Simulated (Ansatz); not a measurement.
Debugging a short molecular-dynamics run of F₂H₂OSi, SMILES O[SiH](F)F (Ansatz 0.2.0, Python API).

The script, `f2h2osi_md.py`:
```python
"""A short Born-Oppenheimer trajectory of F2H2OSi."""

import ansatz
import numpy as np

geometry_ang = [
    ("O", (0.0607, 1.1266, -0.5411)),
    ("Si", (0.1187, -0.2359, 0.3132)),
    ("F", (0.7284, -1.3366, -0.6645)),
    ("F", (-1.2935, -0.6635, 0.6919)),
    ("H", (-0.5207, 1.0746, -1.3723)),
    ("H", (0.9485, -0.0292, 1.5267)),
]
mol = ansatz.Crystal.molecule()
for symbol, xyz in geometry_ang:
    mol = mol.atom(symbol, xyz)

setup = (
    mol.calculation()
    .basis(gaussian="6-31G")
    .functional("blyp", dispersion="d3bj")
    .md("nvt_langevin", timestep=0.5, steps=30, temperature=300, initial_velocities="maxwell_boltzmann", seed=88, friction=0.01)
)
frames = []
setup.session().execute(on_event=lambda e: frames.append(e["data"]) if e["event"] == "md_step" else None)
print("t (fs)   E_pot (eV)      E_kin (eV)   T (K)   d(0-1) (A)")
for f in frames[::1]:
    xyz = np.array(f["positions_ang"])
    print(f"{f['time_fs']:6.2f} {f['lagrangian_ev']:14.5f} {f['e_kin_ev']:10.5f} {f['temperature_k']:8.1f} {np.linalg.norm(xyz[0] - xyz[1]):9.4f}")
print("mean temperature", round(float(np.mean([f["temperature_k"] for f in frames])), 1), "K")
```

Running `python f2h2osi_md.py` prints:
```text
Traceback (most recent call last):
  File "f2h2osi_md.py", line 25, in <module>
    setup.session().execute(on_event=lambda e: frames.append(e["data"]) if e["event"] == "md_step" else None)
    ^^^^^^^^^^^^^^^^^^^^^^^
  ...
AttributeError: 'ansatz.Session' object has no attribute 'execute'
```
(Library frames cut from the traceback.)

What is wrong, and how is it mended?

The fault: a session has to be planned before it's executed. The correction:

`f2h2osi_md.py`:
```python
"""A short Born-Oppenheimer trajectory of F2H2OSi."""

import ansatz
import numpy as np

geometry_ang = [
    ("O", (0.0607, 1.1266, -0.5411)),
    ("Si", (0.1187, -0.2359, 0.3132)),
    ("F", (0.7284, -1.3366, -0.6645)),
    ("F", (-1.2935, -0.6635, 0.6919)),
    ("H", (-0.5207, 1.0746, -1.3723)),
    ("H", (0.9485, -0.0292, 1.5267)),
]
mol = ansatz.Crystal.molecule()
for symbol, xyz in geometry_ang:
    mol = mol.atom(symbol, xyz)

setup = (
    mol.calculation()
    .basis(gaussian="6-31G")
    .functional("blyp", dispersion="d3bj")
    .md("nvt_langevin", timestep=0.5, steps=30, temperature=300, initial_velocities="maxwell_boltzmann", seed=88, friction=0.01)
)
frames = []
setup.session().plan().execute(on_event=lambda e: frames.append(e["data"]) if e["event"] == "md_step" else None)
print("t (fs)   E_pot (eV)      E_kin (eV)   T (K)   d(0-1) (A)")
for f in frames[::1]:
    xyz = np.array(f["positions_ang"])
    print(f"{f['time_fs']:6.2f} {f['lagrangian_ev']:14.5f} {f['e_kin_ev']:10.5f} {f['temperature_k']:8.1f} {np.linalg.norm(xyz[0] - xyz[1]):9.4f}")
print("mean temperature", round(float(np.mean([f["temperature_k"] for f in frames])), 1), "K")
```

With that change:

Running `python f2h2osi_md.py` prints:
```text
t (fs)   E_pot (eV)      E_kin (eV)   T (K)   d(0-1) (A)
  0.00   -15389.48008    0.19389    250.0    1.6092
  0.50   -15389.48652    0.18991    244.9    1.6115
  1.00   -15389.49871    0.21500    277.2    1.6146
  1.50   -15389.51522    0.23643    304.8    1.6184
  2.00   -15389.53649    0.25443    328.1    1.6225
  2.50   -15389.56906    0.30493    393.2    1.6270
  3.00   -15389.62230    0.33460    431.4    1.6316
  3.50   -15389.69627    0.39955    515.2    1.6362
  4.00   -15389.78359    0.47877    617.3    1.6411
  4.50   -15389.87480    0.56315    726.1    1.6462
  5.00   -15389.96195    0.61853    797.5    1.6516
  5.50   -15390.03849    0.67657    872.4    1.6573
  6.00   -15390.10330    0.73608    949.1    1.6632
  6.50   -15390.15731    0.77594   1000.5    1.6694
  7.00   -15390.20362    0.83549   1077.3    1.6759
  7.50   -15390.24590    0.84523   1089.8    1.6827
  8.00   -15390.28492    0.86566   1116.2    1.6896
  8.50   -15390.32168    0.92615   1194.2    1.6969
  9.00   -15390.35321    0.96810   1248.3    1.7045
  9.50   -15390.37242    0.93995   1212.0    1.7124
 10.00   -15390.37469    0.97613   1258.6    1.7208
 10.50   -15390.35870    0.95851   1235.9    1.7296
 11.00   -15390.32671    0.92013   1186.4    1.7385
 11.50   -15390.28674    0.88544   1141.7    1.7470
 12.00   -15390.24918    0.82816   1067.8    1.7551
 12.50   -15390.22254    0.81045   1045.0    1.7628
 13.00   -15390.20520    0.78837   1016.5    1.7698
 13.50   -15390.18858    0.77883   1004.2    1.7762
 14.00   -15390.16323    0.75487    973.3    1.7820
 14.50   -15390.12411    0.71837    926.3    1.7870
 15.00   -15390.07033    0.64285    828.9    1.7915
mean temperature 849.4 K
```

Total energies depend on the basis set; only differences at equal settings carry meaning. The trajectory is only some femtoseconds long, so its temperature is not equilibrated; where the script doesn't relax first, it starts from a rough generated geometry. The printed temperature counts all 3N degrees of freedom under Langevin dynamics, so the first row lies under the target. Timing: 44 s on 1 thread of Arm Neoverse V1 (shared host), peak memory 0.16 GiB.

(Lines on the test bed's own set-up are left out of the output.)
